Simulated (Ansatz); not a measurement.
# C3H3NiO3P: how energies converge with the basis set

Aim: see how fast density functionals converge with the basis set for C3H3NiO3P.

Program: Ansatz 0.2.0, Gaussian basis. Level of theory: one geometry, several basis sets. These are calculated values, not measurements.

Levels to be run: PBE0-D4/def2-SVP; ωB97M-V/def2-SVP; PBE0-D4/def2-QZVPP; ωB97M-V/def2-QZVPP; the functionals' def2-TZVPP values are taken from earlier runs.

### Step 1. The geometry

All runs share one geometry, relaxed beforehand with PBE0-D4 in a triple-zeta def2 set.

SMILES `[O+]#[C][Ni-4]([PH3+])([C]#[O+])[C]#[O+]`, 11 atoms, charge 0, spin multiplicity 1.

Atoms are counted from 1 here; the program's logs count them from 0.

Bond lengths: O1–C2 1.136 Å, C2–Ni3 1.801 Å, Ni3–P4 2.210 Å, Ni3–C5 1.801 Å, Ni3–C7 1.801 Å, P4–H9 1.413 Å, P4–H10 1.413 Å, P4–H11 1.413 Å, C5–O6 1.136 Å, C7–O8 1.136 Å. Angles: O1–C2–Ni3 179.7°, C2–Ni3–P4 106.5°, C2–Ni3–C5 112.2°, C2–Ni3–C7 112.2°, P4–Ni3–C5 106.6°, P4–Ni3–C7 106.6°, C5–Ni3–C7 112.2°, Ni3–P4–H9 120.7°, Ni3–P4–H10 120.7°, Ni3–P4–H11 120.7°, H9–P4–H10 96.3°, H9–P4–H11 96.3°, H10–P4–H11 96.3°, Ni3–C5–O6 179.6°, Ni3–C7–O8 179.7°.

### Step 2. PBE0-D4 in def2-SVP

in.yaml reads:

```yaml
crystal:
  periodic: [false, false, false]
  atoms:
    - {symbol: O, position_ang: [1.456829, -0.216948, 2.813349]}
    - {symbol: C, position_ang: [0.768852, -0.071472, 1.921021]}
    - {symbol: Ni, position_ang: [-0.328757, 0.162817, 0.512168]}
    - {symbol: P, position_ang: [0.824310, -0.407678, -1.284378]}
    - {symbol: C, position_ang: [-0.800154, 1.887663, 0.294847]}
    - {symbol: O, position_ang: [-1.101513, 2.975178, 0.163654]}
    - {symbol: C, position_ang: [-1.759009, -0.930401, 0.573340]}
    - {symbol: O, position_ang: [-2.663085, -1.616982, 0.617749]}
    - {symbol: H, position_ang: [0.270527, -0.255663, -2.575701]}
    - {symbol: H, position_ang: [1.269999, -1.736905, -1.462804]}
    - {symbol: H, position_ang: [2.061992, 0.210392, -1.573246]}
basis:
  gaussian: {orbitals: def2-SVP}
hamiltonian: {xc: pbe0, dispersion: d4}
output: {orbitals: {seedname: orbitals}}
```

Run with:

```bash
> ansatz run in.yaml --threads 2 --pin off --events-out ev --progress --plain --max-ram 20480MiB --backend cpu
```

Further steps of the session: ωB97M-V in def2-SVP; PBE0-D4 in def2-QZVPP; ωB97M-V in def2-QZVPP.

**Question.** What will the summary of the whole plan be? Wanted: PBE0-D4: double and triple zeta above quadruple; ωB97M-V: double and triple zeta above quadruple.

The runs gave:

| quantity | value |
| --- | --- |
| PBE0-D4: double and triple zeta above quadruple | 21.69, 1.65 eV |
| ωB97M-V: double and triple zeta above quadruple | 21.96, 1.58 eV |

**Reading.** For PBE0-D4 the step from double to triple zeta gains 20.04 eV and the next only 1.65 eV. These are total energies; as a rule much of such shifts cancels in differences, which this series doesn't test. The LUMO of ωB97M-V is positive and keeps falling with the basis (1.49 to 0.60 eV): an unbound level that the basis holds in place.
